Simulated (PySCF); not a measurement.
**[Hg(H2O)4]2+: other functionals and bases at one geometry**

The task here is to estimate one member of a computed series from the others.

Method: several levels, as the steps say, no spin–orbit coupling; program: PySCF 2.14.0.

3 further runs of the same task are left out: 2 for a known fault of the program, 1 that didn't finish.

### Where the work starts

13 atoms, charge 2, spin multiplicity 1.

Bond lengths: Hg1–O2 2.253 Å, Hg1–O5 2.253 Å, Hg1–O8 2.253 Å, Hg1–O11 2.253 Å, O2–H3 0.971 Å, O2–H4 0.971 Å, O5–H6 0.971 Å, O5–H7 0.971 Å, O8–H9 0.971 Å, O8–H10 0.971 Å, O11–H12 0.971 Å, O11–H13 0.971 Å. Angles: O2–Hg1–O5 109.8°, O2–Hg1–O8 108.8°, O2–Hg1–O11 109.8°, O5–Hg1–O8 109.8°, O5–Hg1–O11 108.8°, O8–Hg1–O11 109.8°, Hg1–O2–H3 125.8°, Hg1–O2–H4 126.3°, H3–O2–H4 107.5°, Hg1–O5–H6 126.3°, Hg1–O5–H7 125.8°, H6–O5–H7 107.5°, Hg1–O8–H9 126.3°, Hg1–O8–H10 125.8°, H9–O8–H10 107.5°, Hg1–O11–H12 125.8°, Hg1–O11–H13 126.3°, H12–O11–H13 107.5°.

Coordinates:

```
Hg   -0.00002    0.00000    0.00000
O     1.31186    1.26717    1.32343
H     1.24955    1.33256    2.29051
H     2.10126    1.76061    1.04691
O    -1.31190   -1.32342    1.26717
H    -2.10118   -1.04688    1.76070
H    -1.24959   -2.29045    1.33268
O     1.31186   -1.26717   -1.32343
H     2.10126   -1.76061   -1.04691
H     1.24955   -1.33256   -2.29051
O    -1.31190    1.32342   -1.26717
H    -1.24959    2.29045   -1.33268
H    -2.10118    1.04688   -1.76070
```

Formal oxidation states: Hg +2. An earlier session relaxed this geometry at PBE0, Hg def2-SVP with ECP60, O def2-SVP, H def2-SVP (singlet, point group D2).

At PBE0 on the finer grid: E = -457.989105 Eh, HOMO -18.88 eV, LUMO -12.10 eV, Mulliken charge on Hg1 +1.05 e, largest force component 0.006 eV/Å. 

Levels to run: M06-L; TPSSh; TPSS; wB97X; PBE0, TZVP; PBE0, x2c-SVP. Hardware: 2 threads of Arm Neoverse V1, shared host.

Set-up of the first run:

Input file run.py (the lines that set the calculation):

```python
mol = gto.M(atom='''
Hg    -0.00002     0.00000     0.00000
O      1.31186     1.26717     1.32343
H      1.24955     1.33256     2.29051
H      2.10126     1.76061     1.04691
O     -1.31190    -1.32342     1.26717
H     -2.10118    -1.04688     1.76070
H     -1.24959    -2.29045     1.33268
O      1.31186    -1.26717    -1.32343
H      2.10126    -1.76061    -1.04691
H      1.24955    -1.33256    -2.29051
O     -1.31190     1.32342    -1.26717
H     -1.24959     2.29045    -1.33268
H     -2.10118     1.04688    -1.76070''',
    basis={'Hg': 'def2-SVP', 'O': 'def2-SVP', 'H': 'def2-SVP'},
    ecp={'Hg': 'def2-SVP'},
    charge=2, spin=0)
mf = dft.RKS(mol, xc='M06L')
mf.grids.atom_grid = (75, 302)
mf = mf.density_fit()  # fitting sets: Hg def2-universal-JKFIT, O def2-universal-JKFIT, H def2-universal-JKFIT
mf.conv_tol = 1e-08; mf.max_cycle = 55
mf.kernel(dm0)  # dm0: the density of the relaxed state
```

Started as:

```console
> OMP_NUM_THREADS=2 python run.py
```

Among the steps run: M06-L; TPSSh; TPSS; wB97X; PBE0, TZVP; PBE0, x2c-SVP.

One table of the session follows, with a row left open; its other results are not shown here.

```
              level  HOMO (eV)  gap (eV)  charge on Hg1 (e)  largest force component (eV/Å)
PBE0 (relaxed here)     -18.88      6.78               1.05                            0.01
              M06-L     -17.40      4.60               1.13                            0.09
              TPSSh     -17.81      5.23               1.01                            0.26
               TPSS          ?         ?                  ?                               ?
              wB97X     -21.48     11.69               1.05                            0.02
         PBE0, TZVP     -19.05      6.83               1.33                            0.20
      PBE0, x2c-SVP     -18.96      6.79               0.81                            0.02
```

Estimate the missing values for TPSS.

**Answer.** HOMO (eV): -17.03; gap (eV): 4.06; charge on Hg1 (e): 0.96; largest force component (eV/Å): 0.46. In the column «HOMO (eV)» it is the highest.

In one basis the HOMO–LUMO gap runs from 4.06 eV (TPSS) to 11.69 eV (wB97X). The largest leftover force, 0.46 eV/Å with TPSS, stands at a geometry relaxed at another level. Total energies of different levels can't be compared.
